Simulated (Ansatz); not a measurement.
# Eu3Si (antiAuCu3): other levels of theory at one geometry

An exercise on one series of results from a longer session: the logs are not shown, and one member is left open.

Computed with Ansatz 0.2.0 (DFT at several levels, plane waves, PAW, unless a step's input says otherwise).

1 further run of the same task is left out (it didn't finish). Runs told in other sessions of the task aren't counted.

**The system as given**

It takes space group Pm-3m (No. 221, cubic). The conventional cell has a = 4.838 Å, b = 4.838 Å, c = 4.838 Å, α = 90.00°, β = 90.00°, γ = 90.00°. Around Eu (site symmetry 4/mmm) lie 8 Eu at 3.42 Å and 4 Si at 3.42 Å. Si (site symmetry m-3m) has 12 Eu at 3.42 Å in its first shell of neighbours.

Structure file:

```
Eu Si
1.0
     4.83791    0.00000    0.00000
     0.00000    4.83791    0.00000
     0.00000    0.00000    4.83791
Eu Si
3 1
Direct
  0.00000 0.50000 0.50000
  0.50000 0.50000 0.00000
  0.50000 0.00000 0.50000
  0.00000 0.00000 0.00000
```

An earlier run at PBE left this cell at 28.308 Å³/atom and 0.00 GPa (8×8×8 mesh), metallic, spin moments in the atoms' spheres Eu 6.99; Si -0.18 μB.

Levels to run: r²SCAN; PBEsol; LDA. Hardware: 2 threads of Arm Neoverse V2, shared host.

The first run:

input.yaml reads:

```yaml
crystal:
  lattice:
    - [4.8379082843, 0.0, 0.0]
    - [0.0, 4.8379082843, 0.0]
    - [0.0, 0.0, 4.8379082843]
  atoms:
    - { symbol: Eu, position: [0.0, 0.5, 0.5], spin: 7.0 }
    - { symbol: Eu, position: [0.5, 0.5, 0.0], spin: 7.0 }
    - { symbol: Eu, position: [0.5, 0.0, 0.5], spin: 7.0 }
    - { symbol: Si, position: [0.0, 0.0, 0.0] }
basis:
  ecutwfc: 500
  ecutrho_ratio: 4
kpoints:
  mp_grid: { grid: [8, 8, 8] }
hamiltonian:
  xc: r2scan
scf:
  occupations: { method: gaussian, width: 0.05 }
output:
  forces: true
  stress: true
  eigenvalues: true
  populations: true
  hubbard: { sites: [{ species: Eu, l: f }] }
  write_density: true
  write_potential: true
  elf: true
  volumetric_format: npy
magnetization:
  spin_polarized: true
```

The run is started by

```console
> ansatz run input.yaml --threads 2 --pin off --max-ram 2662MiB --backend cpu --events-out ev --progress --plain --runs-dir out
```

Steps of the session up to this table: r²SCAN; PBEsol; LDA.

One of the session's tables, all rows but one given; the rest of the session is left out.

```
 level  pressure (GPa)  largest spin moment (μB)
   PBE             0.0                      6.99
   LDA               ?                         ?
PBEsol            -2.5                      6.99
r²SCAN            -0.1                      7.09
```

Estimate the missing values for LDA.

As computed: pressure (GPa): -4.3; largest spin moment (μB): 6.96. In the column «pressure (GPa)» it is the lowest.

The pressure runs from -4.3 GPa (LDA) to 0.0 GPa (PBE); a negative pressure means that level wants a smaller cell, a positive one a larger cell. Total energies of different levels have different zeros and can't be compared.

Caveats from the session: Warnings in the runs' records: stability check not made.
